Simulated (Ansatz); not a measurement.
# GaOs4: the cost of one run

Program: Ansatz 0.2.0. Level of theory: DFT PBE, scalar-relativistic, plane waves, PAW, unless a step names another level. These are calculated values, not measurements.

14 further runs of the same task are left out: 2 that didn't finish, 12 set aside as unsound or not needed.

### 1 The formula and the candidates

Pauling electronegativities: Ga 1.81, Os 2.20 (spread 0.39). It is an alloy, so charge balance gives no guide. Tabulated atomic sizes suggest about 15 Å³/atom. 25 candidates were drawn, by swapping species into database cells of other compounds, at random by space group and Wyckoff sites, or by hand, as the table says:

```tsv
name	made from	space group no.	Wyckoff sites	atoms (primitive cell)	V (Å³/atom)
c01	random	191	Ga 1b; Os 2c, 2e	5	17.0
c02	random	194	Ga 2a; Os 6g, 2c	10	18.3
c03	random	166	Ga 6c; Os 18f, 6c	10	16.3
c04	random	123	Ga 1a; Os 4k	5	18.9
c05	random	191	Ga 1b; Os 2d, 2c	5	18.4
c06	database cell of Ni4N	221	Ga 1b; Os 1a, 3c	5	15.9
c07	database cell of Hg4Pt	229	Ga 2a; Os 8c	5	14.9
c08	database cell of SO4	216	Ga 4a; Os 16e	5	20.8
c09	random	215	Ga 1b; Os 4e	5	18.1
c10	random	99	Ga 1b; Os 4f	5	17.7
c11	random	139	Ga 2a; Os 8f	5	16.8
c12	database cell of Mn4N	221	Ga 1a; Os 1b, 3c	5	14.6
c13	random	216	Ga 4b; Os 16e	5	18.1
c14	database cell of GeF4	217	Ga 2a; Os 8c	5	19.6
c15	random	191	Ga 1b; Os 4h	5	17.8
c16	random	191	Ga 2c; Os 6m, 2e	10	17.5
c17	random	47	Ga 1g; Os 2n, 2m	5	15.0
c18	random	191	Ga 2d; Os 3g, 4h, 1a	10	18.2
c19	random	139	Ga 2a; Os 8h	5	17.4
c20	random	221	Ga 1a; Os 3d, 1b	5	19.0
c21	database cell of SnI4	215	Ga 1a; Os 4e	5	17.1
c22	random	65	Ga 2d; Os 4i, 4h	5	17.9
c23	random	191	Ga 1a; Os 3g, 1b	5	16.7
c24	random	166	Ga 3a, 3b; Os 18g, 6c	10	17.7
c25	random	99	Ga 1b; Os 2c, 2c	5	16.7
```

### 2 Screening run of c01

The input, input.yaml:

```yaml
crystal:
  lattice:
    - [4.23333276, 0.0, 0.0]
    - [-2.11666638, 3.66617371, 0.0]
    - [0.0, 0.0, 5.480743]
  atoms:
    - { symbol: Ga, position: [0.0, 0.0, 0.5] }
    - { symbol: Os, position: [0.33333333, 0.66666667, 0.0] }
    - { symbol: Os, position: [0.66666667, 0.33333333, 0.0] }
    - { symbol: Os, position: [0.0, 0.0, 0.80340961] }
    - { symbol: Os, position: [0.0, 0.0, 0.19659039] }
basis:
  ecutwfc: 420
kpoints:
  mp_grid: { grid: [4, 4, 3] }
hamiltonian:
  xc: pbe
scf:
  occupations: { method: gaussian, width: 0.2 }
  lower_state_search: "off"
output:
  forces: true
  stress: true
  eigenvalues: true
relax:
  adjacent_minimum: "off"
  f_tol: 0.08
  max_steps: 16
  cell: { stress_tol: 0.8 }
```

Started as:

```sh
ansatz run input.yaml --threads 1 --pin off --max-ram 2560MiB --backend cpu --events-out ev --progress --plain --runs-dir out
```

What time and memory should one allow on 1 thread of Intel Xeon at 2.70GHz, shared host?

About 44 s, with a peak of 0.42 GiB.
